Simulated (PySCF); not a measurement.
# C2H9AsGe: electronic excitations

What electronic excitations should C2H9AsGe (`C[CH2][GeH2][AsH2]`) show?

Computed with PySCF 2.14.0, with density-fitted response routines of our own, on a single molecule in the gas phase. Atoms are numbered from 0 throughout.

## Step 1: Starting geometry

13 atoms, charge 0, multiplicity 1; geometry from: GFN2-xTB.

Bonds of the start (Å): C0–C1 1.52, C1–Ge2 1.99, Ge2–As3 2.39, C0–H4 1.09, C0–H5 1.09, C0–H6 1.09, C1–H7 1.09, C1–H8 1.09, Ge2–H9 1.52, Ge2–H10 1.52, As3–H11 1.50, As3–H12 1.50.

## Step 2: TDDFT and polarisability: PBE0/def2-SVPD

The job: settings as JSON, then the geometry in Å.

```
{"job": {"kind": "uv", "xc": "PBE0", "basis": "def2-SVPD", "nstates": 8, "ntriplets": 3}, "charge": 0, "multiplicity": 1}
C     -1.488434     0.208967    -1.126557
C     -1.070862    -0.306705     0.242853
Ge     0.873946    -0.739222     0.291722
As     2.152299     0.921735    -0.862870
H     -0.923663     1.109774    -1.380788
H     -2.549041     0.456447    -1.150898
H     -1.293288    -0.540116    -1.893695
H     -1.288611     0.448599     1.001018
H     -1.653437    -1.191539     0.499120
H      1.050580    -2.110164    -0.344861
H      1.265168    -1.004905     1.738942
H      3.317615     0.758006     0.065915
H      1.603340     1.989609     0.041123
```

Level: TDDFT PBE0/def2-SVPD, vertical, gas phase, core orbitals frozen in the response.

Command:

```bash
$ OMP_NUM_THREADS=1 python probes_run.py task.json out
```

This one command runs all jobs of the session in turn.

What will the session give for the following? lowest singlet (PBE0/def2-SVPD); brightest single state of those computed; lowest triplet; surface potential, 1st and 99th percentile. Wanted: lowest singlet; brightest single state of those computed; lowest triplet; surface potential, 1st and 99th percentile.

**Answer**, as computed:

```
                                quantity                        value
         lowest singlet (PBE0/def2-SVPD)  6.33 eV (196 nm), f = 0.003
brightest single state of those computed  state 3, 6.63 eV, f = 0.283
                          lowest triplet                      5.40 eV
   surface potential, 1st and 99th percentile           -0.46 V and 0.71 V
```

What this shows: The first singlet state (HOMO→LUMO+1 0.67, HOMO→LUMO+2 0.15) lies at 6.33 eV and is weak; of the 8 states computed, the strongest absorption comes from state 3 at 6.63 eV. The lowest triplet lies 0.93 eV below the lowest singlet (triplets in Tamm-Dancoff, singlets in full TDDFT).
